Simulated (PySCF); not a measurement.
# One shape, several levels: Si2NH6F (SMILES F[SiH2]N[SiH3])

Wanted: a comparison of 6 runs (B3LYP/cc-pVDZ, PBE0/cc-pVDZ, TPSS/cc-pVDZ, revPBE/cc-pVDZ, wB97M-V/cc-pVDZ, wB97X/cc-pVDZ) of Si2NH6F. The job is set up through a Python script.

Program for the calculation: PySCF 2.14.0.

**1. The system as given**

The species is Si2NH6F (10 atoms), meant as a singlet with charge 0. As SMILES, `F[SiH2]N[SiH3]`. The shape is that of a PBE0-D4/def2-TZVP optimisation. This is one conformer, not always the lowest.

Bond lengths: F1–Si2 1.602 Å, Si2–N3 1.706 Å, N3–Si4 1.733 Å, Si2–H5 1.480 Å, Si2–H6 1.478 Å, N3–H7 1.011 Å, Si4–H8 1.487 Å, Si4–H9 1.487 Å, Si4–H10 1.483 Å. Some angles: F1–Si2–N3 112.6°, Si2–N3–Si4 128.2°, F1–Si2–H5 106.0°, F1–Si2–H6 106.5°, N3–Si2–H5 109.3°, N3–Si2–H6 108.9°, Si2–N3–H7 115.6°, Si4–N3–H7 115.9°, N3–Si4–H8 110.9°, N3–Si4–H9 112.0°.

**2. The energy at B3LYP/cc-pVDZ (run 1)**

Contents of run.py:

```python
# F[SiH2]N[SiH3]
from pyscf import gto, dft

mol = gto.M(
    atom='''
F   -1.561500   0.994300  -1.776700
Si  -0.375000   1.301800  -0.745900
N    0.514800  -0.094800  -0.335900
Si   0.194800  -1.236100   0.928700
H    0.517200   2.267200  -1.426700
H   -1.010100   1.839400   0.475900
H    1.264300  -0.336200  -0.970000
H    1.391500  -1.422100   1.791600
H   -0.186300  -2.569800   0.392000
H   -0.924400  -0.683300   1.730300
''',
    basis='cc-pvdz',
    verbose=3,
    max_memory=1860,
)

ks = dft.RKS(mol)
ks.xc = 'b3lyp'
ks.conv_tol = 1e-10
ks.grids.level = 5
ks.kernel()
if not ks.converged:
    ks = ks.newton().run(ks.mo_coeff, ks.mo_occ)

e_tot = ks.e_tot
print('E = %.10f Eh' % e_tot)
```

Command:

```sh
$ OMP_NUM_THREADS=1 python run.py
```

Log:

```text
converged SCF energy = -737.314577615807
E = -737.3145776158 Eh
```

It took 21 s on 1 thread of Intel Xeon at 2.70GHz, shared host; peak memory 0.48 GiB.

**3. A single-point energy at PBE0/cc-pVDZ (run 2)**

Contents of input.py:

```python
from pyscf import gto, dft

mol = gto.M(
    atom='''
F     -1.561500     0.994300    -1.776700
Si    -0.375000     1.301800    -0.745900
N      0.514800    -0.094800    -0.335900
Si     0.194800    -1.236100     0.928700
H      0.517200     2.267200    -1.426700
H     -1.010100     1.839400     0.475900
H      1.264300    -0.336200    -0.970000
H      1.391500    -1.422100     1.791600
H     -0.186300    -2.569800     0.392000
H     -0.924400    -0.683300     1.730300
''',
    charge=0,
    basis='cc-pvdz',
    max_memory=1860,
    verbose=4,
)

calc0 = dft.RKS(mol)
calc0.xc = 'pbe0'
calc0.conv_tol = 1e-10
calc0.grids.level = 5
calc0.kernel()
if not calc0.converged:
    calc0 = calc0.newton().run(calc0.mo_coeff, calc0.mo_occ)

energy = calc0.e_tot
print('E(%s) = %.9f' % ('PBE0', energy))
```

Command:

```sh
$ OMP_NUM_THREADS=1 python input.py
```

Log:

```text
PySCF version 2.14.0

[... 77 lines left out ...]
converged SCF energy = -736.864043462271
E(PBE0) = -736.864043462
```

Wall time 21 s (1 thread of Intel Xeon at 2.70GHz, shared host); peak memory 0.48 GiB.

Runs 3 to 5 aren't shown in full; the table further down has their settings and results.

**4. The energy at wB97X/cc-pVDZ (run 6)**

Contents of input.py:

```python
# F[SiH2]N[SiH3]
from pyscf import gto, dft

system = gto.M(
    atom=[
    ('F', (-1.561500, 0.994300, -1.776700)),
    ('Si', (-0.375000, 1.301800, -0.745900)),
    ('N', (0.514800, -0.094800, -0.335900)),
    ('Si', (0.194800, -1.236100, 0.928700)),
    ('H', (0.517200, 2.267200, -1.426700)),
    ('H', (-1.010100, 1.839400, 0.475900)),
    ('H', (1.264300, -0.336200, -0.970000)),
    ('H', (1.391500, -1.422100, 1.791600)),
    ('H', (-0.186300, -2.569800, 0.392000)),
    ('H', (-0.924400, -0.683300, 1.730300)),
],
    verbose=4,
    max_memory=1860,
    basis='cc-pvdz',
)

mf = dft.RKS(system, xc='wb97x')
mf.grids.level = 5
mf.conv_tol = 1e-10
mf.kernel()
if not mf.converged:
    mf = mf.newton().run(mf.mo_coeff, mf.mo_occ)

energy = mf.e_tot
print('E(%s) = %.9f' % ('WB97X', energy))
```

Command:

```sh
$ OMP_NUM_THREADS=1 python input.py
```

Log:

```text
PySCF version 2.14.0

[... 77 lines left out ...]
converged SCF energy = -737.226016133373
E(WB97X) = -737.226016133
```

It took 29 s on 1 thread of Intel Xeon at 2.70GHz, shared host; peak memory 0.48 GiB.

**5. All runs side by side**

```csv
run,level,nlc grid,energy (Eh),dipole moment (D),HOMO energy (eV),LUMO energy (eV),wall time
1,B3LYP/cc-pVDZ,–,-737.314578,1.76,-7.64,0.34,21 s
2,PBE0/cc-pVDZ,–,-736.864043,1.78,-7.93,0.54,21 s
3,TPSS/cc-pVDZ,–,-737.343115,1.68,-6.65,-0.09,38 s
4,revPBE/cc-pVDZ,–,-737.086983,1.66,-6.48,-0.22,24 s
5,wB97M-V/cc-pVDZ,1,-737.173542,1.75,-10.21,2.37,1.7 min
6,wB97X/cc-pVDZ,–,-737.226016,1.79,-10.32,2.66,29 s
```

**6. Summary of results**

| quantity | value |
| --- | --- |
| run 6: total energy | -737.22602 Eh |
| run 6: dipole moment | 1.79 D |
| run 6: HOMO energy | -10.32 eV |
| run 6: LUMO energy | 2.66 eV |
| run 6: HOMO–LUMO gap | 12.98 eV |

The dipole moment (its size) runs from 1.66 D (revPBE/cc-pVDZ) to 1.79 D (wB97X/cc-pVDZ). The HOMO–LUMO gap runs from 6.25 eV (revPBE/cc-pVDZ) to 12.98 eV (wB97X/cc-pVDZ). Totals of different functionals can't be ranked against each other. All runs together took 4 min, the longest 1.7 min.
